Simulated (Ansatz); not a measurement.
**AlBClH₂N: vertical ionisation energy**

An exercise on one series of results from a longer session: the logs are not shown, and one member is left open.

Method: unrestricted cation, the program's frozen cores in correlated methods; program: Ansatz 0.2.0, Gaussian basis.

Plan: UKS PBE-D4/def2-TZVPP; UKS r2SCAN-D4/def2-TZVPP; UKS PBE0-D4/def2-TZVPP; UKS B3LYP-D4/def2-TZVPP; UKS wB97X-V/def2-TZVPP; UKS wB97M-V/def2-TZVPP; UKS B2PLYP/def2-TZVPP; UHF-CCSD(T)/def2-TZVPP; UHF-MP2/def2-QZVPP; extrapolation to the limit; then −ε(HOMO) from the neutral's earlier runs with LDA (SPW92), PBE-D4, revPBE-D4, BLYP-D4, r2SCAN-D4, B97M-V, PBE0-D4, B3LYP-D4, r2SCANh-D4, r2SCAN0-D4, HSE06-D4, BHLYP-D4, CAM-B3LYP-D4, LC-ωPBE, ωB97X-V, ωB97M-V.

## The geometry

The geometry comes from an earlier relaxation with PBE0-D4 in a triple-zeta def2 set; it is a stationary point.

6 atoms, charge 0, spin multiplicity 1.

Atoms are counted from 1 here; the program's logs count them from 0.

Bond lengths: Cl1–Al2 2.088 Å, Al2–B3 1.988 Å, Al2–N4 1.805 Å, B3–N4 1.404 Å, B3–H5 1.191 Å, N4–H6 1.014 Å. Angles: Cl1–Al2–B3 173.4°, Cl1–Al2–N4 130.3°, B3–Al2–N4 43.1°, Al2–B3–N4 61.5°, Al2–B3–H5 164.7°, N4–B3–H5 133.8°, Al2–N4–B3 75.4°, Al2–N4–H6 158.5°, B3–N4–H6 126.1°.

The first run:

Contents of in.yaml:

```yaml
crystal:
  periodic: [false, false, false]
  atoms:
    - {symbol: Cl, position_ang: [-1.337621, -2.747468, 0.602828]}
    - {symbol: Al, position_ang: [-0.300933, -1.114918, -0.183949]}
    - {symbol: B, position_ang: [0.623215, 0.553831, -0.744095]}
    - {symbol: N, position_ang: [-0.060367, 0.545293, 0.481747]}
    - {symbol: H, position_ang: [1.252231, 1.377171, -1.332179]}
    - {symbol: H, position_ang: [-0.134426, 1.322190, 1.129447]}
basis:
  gaussian: {orbitals: def2-TZVPP}
total_charge: 1
magnetization: {spin_polarized: true, initial_magnetization: 1}
hamiltonian: {xc: pbe, dispersion: d4}
```

Run with:

```
ansatz run in.yaml --threads 2 --pin off --events-out ev --progress --plain --max-ram 4352MiB
```

Steps of the session up to this table: Cation, UKS PBE-D4/def2-TZVPP; Cation, UKS r2SCAN-D4/def2-TZVPP; Cation, UKS PBE0-D4/def2-TZVPP; Cation, UKS B3LYP-D4/def2-TZVPP; Cation, UKS wB97X-V/def2-TZVPP; Cation, UKS wB97M-V/def2-TZVPP; Cation, UKS B2PLYP (frozen core)/def2-TZVPP; Cation, UHF-CCSD(T)/def2-TZVPP; Cation, UHF-MP2/def2-QZVPP.

One of the session's tables, all rows but one given; the rest of the session is left out.

It belongs to the step «Ionisation energies side by side». Orbital estimates, from the neutral's runs:

```
  functional  −ε(HOMO) (eV)
 LDA (SPW92)              ?
      PBE-D4           5.55
   revPBE-D4           5.50
     BLYP-D4           5.42
   r2SCAN-D4           5.72
      B97M-V           5.75
     PBE0-D4           6.58
    B3LYP-D4           6.41
  r2SCANh-D4           6.10
  r2SCAN0-D4           6.68
    HSE06-D4           6.19
    BHLYP-D4           7.51
CAM-B3LYP-D4           7.84
     LC-ωPBE           9.10
     ωB97X-V           8.79
     ωB97M-V           8.60
```

Q: Estimate the row for LDA (SPW92) from the others.

The run gave: −ε(HOMO) (eV): 5.65. In the column «−ε(HOMO) (eV)» it lies between PBE-D4 (5.55) and r2SCAN-D4 (5.72).
